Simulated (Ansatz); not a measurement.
# AlHF₂ + SiF₄: a complex and its separated parts, part 3 of 3

Ansatz 0.2.0, Gaussian basis. The steps go on from the part before.

## (18) RPA on PBE/def2-TZVPP

The inputs:

parta/in.yaml

```yaml
crystal:
  periodic: [false, false, false]
  atoms:
    - {symbol: Al, position_ang: [-1.340630, -0.193678, -1.454968]}
    - {symbol: H, position_ang: [-0.216004, 0.689728, -2.076483]}
    - {symbol: F, position_ang: [-1.262932, -1.829345, -1.520293]}
    - {symbol: F, position_ang: [-2.636678, 0.484876, -0.716354]}
basis:
  gaussian: {orbitals: def2-TZVPP}
hamiltonian: {xc: pbe}
correlation: {method: rpa}
```

partb/in.yaml

```yaml
crystal:
  periodic: [false, false, false]
  atoms:
    - {symbol: Si, position_ang: [1.091231, 0.169684, 1.153598]}
    - {symbol: F, position_ang: [-0.261301, -0.236171, 0.486442]}
    - {symbol: F, position_ang: [2.276748, -0.438777, 0.339054]}
    - {symbol: F, position_ang: [1.132936, -0.372647, 2.617600]}
    - {symbol: F, position_ang: [1.216530, 1.726330, 1.171303]}
basis:
  gaussian: {orbitals: def2-TZVPP}
hamiltonian: {xc: pbe}
correlation: {method: rpa}
```

Each run has its own folder and the same command.

Started as:

```bash
$ ansatz run in.yaml --threads 4 --pin off --events-out ev --progress --plain --max-ram 46080MiB --backend cpu
```

Log of parta, cut to the lines that bear on the results:

```text
Functional definition: PBE
  name "PBE"
  cite "Perdew, Burke & Ernzerhof, Phys. Rev. Lett. 77, 3865 (1996) doi:10.1103/PhysRevLett.77.3865"
  parent pbe
[...]
742 factors; integrals over basis functions are off by at most 1.1e-3 eV
[...]
mean field -12044.62643184 eV, -442.6318572289 hartree, gradient 1.8e-6 eV, S^2 0.000000; 0 other end points of the search recorded, 0 dependent functions left out
7 core orbitals not correlated: weight in the atoms' cores, before any rotation towards them, 1.000 or more for the frozen orbitals, at most 0.000 for the correlated occupied ones
reference -12016.32621153 eV, -441.5918433154 hartree; 9, 9 occupied and 102, 102 virtual orbitals, 742 factors
Total energy: -12040.42575334 eV, -442.4774851417 hartree
```

Log of partb, cut to the lines that bear on the results:

```text
Functional definition: PBE
  name "PBE"
  cite "Perdew, Burke & Ernzerhof, Phys. Rev. Lett. 77, 3865 (1996) doi:10.1103/PhysRevLett.77.3865"
  parent pbe
[...]
1077 factors; integrals over basis functions are off by at most 5.1e-4 eV
[...]
mean field -18743.43650751 eV, -688.8085868933 hartree, gradient 1.1e-6 eV, S^2 0.000000; 0 other end points of the search recorded, 0 dependent functions left out
9 core orbitals not correlated: weight in the atoms' cores, before any rotation towards them, 1.000 or more for the frozen orbitals, at most 0.000 for the correlated occupied ones
reference -18697.38432192 eV, -687.1162002884 hartree; 16, 16 occupied and 141, 141 virtual orbitals, 1077 factors
Total energy: -18741.70691182 eV, -688.7450254242 hartree
```

Times: 0.65 s (parta), 1.4 s (partb) on 4 threads of AMD EPYC 7R13, shared host.

## (19) CCSD(T)/def2-TZVPP

Each input of step 18 (parta, partb) changes in the same lines:

```diff
-hamiltonian: {xc: pbe}
-correlation: {method: rpa}
+correlation: {method: ccsd_t}
```

The same command starts each run, in its folder.

Started as:

```bash
$ ansatz run in.yaml --threads 4 --pin off --events-out ev --progress --plain --max-ram 46080MiB --backend cpu
```

Log of parta, cut to the lines that bear on the results:

```text
Functional definition: HF
  name "HF"
  cite "Fock, Z. Phys. 61, 126 (1930) doi:10.1007/BF01340294"
  parent pbe
[...]
742 factors; integrals over basis functions are off by at most 1.1e-3 eV
[...]
mean field -12017.39087172 eV, -441.6309688556 hartree, gradient 3.5e-6 eV, S^2 0.000000; 0 other end points of the search recorded, 0 dependent functions left out
7 core orbitals not correlated: weight in the atoms' cores, before any rotation towards them, 1.000 or more for the frozen orbitals, at most 0.000 for the correlated occupied ones
reference -12017.39087172 eV, -441.6309688556 hartree; 9, 9 occupied and 102, 102 virtual orbitals, 742 factors
second order -15.82029399 eV of doubles, -0.00000000 eV of singles
cycle   1  -15.60285460 eV  change    2.2e-1 eV  update   8.5e-2
[...]
cycle   9  -15.99173940 eV  change    2.2e-6 eV  update   9.9e-6
perturbative correction -0.42212205 eV, -0.0155126993 hartree
Total energy: -12033.80473317 eV, -442.2341671384 hartree
```

Output in partb, cut to the lines that bear on the results:

```text
Functional definition: HF
  name "HF"
  cite "Fock, Z. Phys. 61, 126 (1930) doi:10.1007/BF01340294"
  parent pbe
[...]
1077 factors; integrals over basis functions are off by at most 5.1e-4 eV
[...]
mean field -18699.14029872 eV, -687.1807312453 hartree, gradient 2.1e-6 eV, S^2 0.000000; 0 other end points of the search recorded, 0 dependent functions left out
9 core orbitals not correlated: weight in the atoms' cores, before any rotation towards them, 1.000 or more for the frozen orbitals, at most 0.000 for the correlated occupied ones
reference -18699.14029872 eV, -687.1807312453 hartree; 16, 16 occupied and 141, 141 virtual orbitals, 1077 factors
second order -29.98041371 eV of doubles, -0.00000000 eV of singles
cycle   1  -29.38960237 eV  change    5.9e-1 eV  update   1.0e-1
[...]
cycle   9  -30.00169126 eV  change    2.4e-6 eV  update   3.6e-6
perturbative correction -0.82430052 eV, -0.0302924854 hartree
Total energy: -18729.96629050 eV, -688.3135655488 hartree
```

They took 1.9 s (parta), 4.7 s (partb) on 4 threads of AMD EPYC 7R13, shared host; peak memory 0.88 GiB.

## (20) CCSD(T)/def2-QZVPP

Each input of step 19 (parta, partb) changes in the same lines:

```diff
-  gaussian: {orbitals: def2-TZVPP}
+  gaussian: {orbitals: "def2-QZVPP.json"}
```

The basis file named in the input lies beside it (Basis Set Exchange, JSON).

Started as:

```bash
$ ansatz run in.yaml --threads 4 --pin off --events-out ev --progress --plain --max-ram 46080MiB --backend cpu   # in parta
$ ansatz run in.yaml --threads 4 --pin off --events-out ev --progress --plain --max-ram 46080MiB --backend cuda --devices 0, --max-vram 37GiB   # in partb
```

Output in parta, cut to the lines that bear on the results:

```text
Functional definition: HF
  name "HF"
  cite "Fock, Z. Phys. 61, 126 (1930) doi:10.1007/BF01340294"
  parent pbe
[...]
1300 factors; integrals over basis functions are off by at most 7.2e-4 eV
[...]
mean field -12017.87893635 eV, -441.6489048998 hartree, gradient 1.4e-6 eV, S^2 0.000000; 0 other end points of the search recorded, 0 dependent functions left out
7 core orbitals not correlated: weight in the atoms' cores, before any rotation towards them, 1.000 or more for the frozen orbitals, at most 0.000 for the correlated occupied ones
reference -12017.87893635 eV, -441.6489048998 hartree; 9, 9 occupied and 198, 198 virtual orbitals, 1300 factors
second order -17.33629335 eV of doubles, -0.00000000 eV of singles
cycle   1  -16.97450651 eV  change    3.6e-1 eV  update   8.4e-2
[...]
cycle   9  -17.37543985 eV  change    3.1e-6 eV  update   1.1e-5
perturbative correction -0.51737912 eV, -0.0190133320 hartree
Total energy: -12035.77175532 eV, -442.3064538688 hartree
```

Output in partb, cut to the lines that bear on the results:

```text
Functional definition: HF
  name "HF"
  cite "Fock, Z. Phys. 61, 126 (1930) doi:10.1007/BF01340294"
  parent pbe
[...]
1860 factors; integrals over basis functions are off by at most 4.0e-4 eV
[...]
mean field -18699.95529702 eV, -687.2106818804 hartree, gradient 1.1e-6 eV, S^2 0.000000; 0 other end points of the search recorded, 0 dependent functions left out
9 core orbitals not correlated: weight in the atoms' cores, before any rotation towards them, 1.000 or more for the frozen orbitals, at most 0.000 for the correlated occupied ones
reference -18699.95529702 eV, -687.2106818804 hartree; 16, 16 occupied and 273, 273 virtual orbitals, 1860 factors
second order -32.90177038 eV of doubles, -0.00000000 eV of singles
cycle   1  -32.06248121 eV  change    8.4e-1 eV  update   9.9e-2
[...]
cycle   9  -32.70182742 eV  change   -2.3e-6 eV  update   3.9e-6
perturbative correction -1.00750911 eV, -0.0370252770 hartree
Total energy: -18733.66463355 eV, -688.4494771490 hartree
```

They took 18 s (parta, 4 threads of AMD EPYC 7R13, shared host), 6.5 s (partb, 1 × a share of an NVIDIA H100 with 4 threads of AMD EPYC 7R13, shared host); peak memory 3 GiB.

## (21) Vibrations of AlHF₂

Contents of vib-parta/in.yaml:

```yaml
crystal:
  periodic: [false, false, false]
  atoms:
    - {symbol: Al, position_ang: [-1.340630, -0.193678, -1.454968]}
    - {symbol: H, position_ang: [-0.216004, 0.689728, -2.076483]}
    - {symbol: F, position_ang: [-1.262932, -1.829345, -1.520293]}
    - {symbol: F, position_ang: [-2.636678, 0.484876, -0.716354]}
basis:
  gaussian: {orbitals: def2-TZVP}
hamiltonian: {xc: pbe0, dispersion: d4}
phonons: {temperatures: {t_min: 298.15, t_max: 900, t_step: 200}}
```

Started as:

```bash
$ ansatz run in.yaml --threads 4 --pin off --events-out ev --progress --plain --max-ram 46080MiB --backend cpu
```

What it wrote, cut to the lines that bear on the results:

```text
Functional definition: PBE0
  name "PBE0"
  cite "Adamo & Barone, J. Chem. Phys. 110, 6158 (1999) doi:10.1063/1.478522"
  cite "Perdew, Burke & Ernzerhof, Phys. Rev. Lett. 77, 3865 (1996) doi:10.1103/PhysRevLett.77.3865"
  parent pbe
[...]
635 factors; their error is unknown
[...]
mean field -12045.21499034 eV, -442.6534863550 hartree, gradient 4.2e-5 eV, S^2 0.000000; 0 other end points of the search recorded, 0 dependent functions left out
[...]
Atom 1 at    -0.216004     0.689728    -2.076483 Å, force    -0.000014     0.000122     0.000022 eV/Å
Atom 2 at    -1.262932    -1.829345    -1.520293 Å, force     0.000296    -0.000890    -0.000167 eV/Å
Atom 3 at    -2.636678     0.484876    -0.716354 Å, force    -0.000419     0.000654     0.000256 eV/Å
Dipole moment:     0.204298     0.160516    -0.112893 e Å
Vibrations: 260.94 491.55 651.22 782.70 931.74 2034.19 cm⁻¹, zero-point energy 0.319404 eV
```

Wall time 7 s (4 threads of AMD EPYC 7R13, shared host).

The modes, with what each moves most:

```tsv
mode	wavenumber (cm⁻¹)	character
1	261	bend
2	492	out-of-plane bend
3	651	bend
4	783	Al–F stretch
5	932	Al–F stretch
6	2034	Al–H stretch
```

Vibrational sums (real modes only):

```tsv
T (K)	entropy (J/mol/K)	heat capacity (J/mol/K)
298	12.8	21.3
498	26.6	32.3
698	38.5	38.1
898	48.6	41.6
```

## (22) Vibrations of SiF₄

Contents of vib-partb/in.yaml:

```yaml
crystal:
  periodic: [false, false, false]
  atoms:
    - {symbol: Si, position_ang: [1.091231, 0.169684, 1.153598]}
    - {symbol: F, position_ang: [-0.261301, -0.236171, 0.486442]}
    - {symbol: F, position_ang: [2.276748, -0.438777, 0.339054]}
    - {symbol: F, position_ang: [1.132936, -0.372647, 2.617600]}
    - {symbol: F, position_ang: [1.216530, 1.726330, 1.171303]}
basis:
  gaussian: {orbitals: def2-TZVP}
hamiltonian: {xc: pbe0, dispersion: d4}
phonons: {temperatures: {t_min: 298.15, t_max: 900, t_step: 200}}
```

Started as:

```bash
$ ansatz run in.yaml --threads 4 --pin off --events-out ev --progress --plain --max-ram 46080MiB --backend cuda --devices 0, --max-vram 37GiB
```

What it wrote, cut to the lines that bear on the results:

```text
Functional definition: PBE0
  name "PBE0"
  cite "Adamo & Barone, J. Chem. Phys. 110, 6158 (1999) doi:10.1063/1.478522"
  cite "Perdew, Burke & Ernzerhof, Phys. Rev. Lett. 77, 3865 (1996) doi:10.1103/PhysRevLett.77.3865"
  parent pbe
[...]
892 factors; their error is unknown
[...]
mean field -18744.19946469 eV, -688.8366250528 hartree, gradient 3.1e-5 eV, S^2 0.000000; 0 other end points of the search recorded, 0 dependent functions left out
[...]
Atom 2 at     2.276748    -0.438777     0.339054 Å, force    -0.000198     0.000053     0.000119 eV/Å
Atom 3 at     1.132936    -0.372647     2.617600 Å, force     0.000027     0.000108    -0.000209 eV/Å
Atom 4 at     1.216530     1.726330     1.171303 Å, force    -0.000047    -0.000230     0.000031 eV/Å
Dipole moment:    -0.000000    -0.000000     0.000000 e Å
Vibrations: 258.02 258.02 381.07 381.08 381.08 796.00 1033.63 1033.64 1033.64 cm⁻¹, zero-point energy 0.344439 eV
```

Wall time 10 s (1 × a share of an NVIDIA H100 with 4 threads of AMD EPYC 7R13, shared host); peak host memory 0.8 GiB.

The modes, with what each moves most:

```tsv
mode	wavenumber (cm⁻¹)	character
1	258	bend
2	258	bend
3	381	bend
4	381	bend
5	381	bend
6	796	Si–F stretch
7	1034	Si–F stretch
8	1034	Si–F stretch
9	1034	Si–F stretch
```

Vibrational sums (real modes only):

```tsv
T (K)	entropy (J/mol/K)	heat capacity (J/mol/K)
298	28.9	40.6
498	53.9	56.4
698	74.3	63.9
898	90.9	67.8
```

## (23) Complex less separated parts

The complex's own energies come from single points at the same levels.

Rows are in def2-TZVPP.

Differences are taken before rounding.

```tsv
method	rung	complex less parts (kcal/mol)	from CCSD(T) (kcal/mol)
SPW92	LDA	-9.0	-2.7
PBE-D4	GGA	-6.1	+0.2
BLYP-D4	GGA	-5.9	+0.4
r2SCAN-D4	meta-GGA	-7.5	-1.2
B97M-V	meta-GGA	-7.1	-0.9
PBE0-D4	hybrid	-6.6	-0.3
B3LYP-D4	hybrid	-6.6	-0.3
r2SCAN0-D4	hybrid	-7.6	-1.3
BHLYP-D4	hybrid	-7.9	-1.6
CAM-B3LYP-D4	range-separated hybrid	-7.2	-0.9
wB97X-V	range-separated hybrid	-6.7	-0.4
wB97M-V	range-separated hybrid	-6.9	-0.6
B2PLYP	double hybrid	-5.0	+1.3
PBE-QIDH	double hybrid	-5.9	+0.4
RPA on PBE	RPA	-5.7	+0.6
Hartree-Fock	wavefunction	-4.1	+2.2
MP2	wavefunction	-5.9	+0.4
CCSD	wavefunction	-6.0	+0.3
CCSD(T)	wavefunction	-6.3	0
```

The complex's zero-point energy, from a separate PBE0-D4 run, is 0.695 eV.

## (24) What came out

This closing draws on all 3 parts.

```
                              quantity          value
complex less parts, CCSD(T)/def2-TZVPP  -6.3 kcal/mol
                with zero-point energy  -5.6 kcal/mol
                 largest T1 diagnostic          0.013
```

What this shows: At CCSD(T) the complex lies 6.3 kcal/mol below its parts. PBE-D4 is the best functional here (+0.2 kcal/mol from CCSD(T)); SPW92 is the worst (-2.7 kcal/mol). Mean unsigned error by rung: LDA 2.7, GGA 0.3, meta-GGA 1.0, hybrid 0.9, range-separated hybrid 0.6, double hybrid 0.8 kcal/mol. PBE-D4 gives a relative energy 0.2 kcal/mol too high, inside chemical accuracy (1 kcal/mol). The complex's frequency run has imaginary modes: the structure is no minimum, so both the energy and the zero-point correction are in doubt. No counterpoise was applied, and triple zeta lacks some correlation, so the CCSD(T) reference has a basis error of its own, and close matches with it are partly luck.
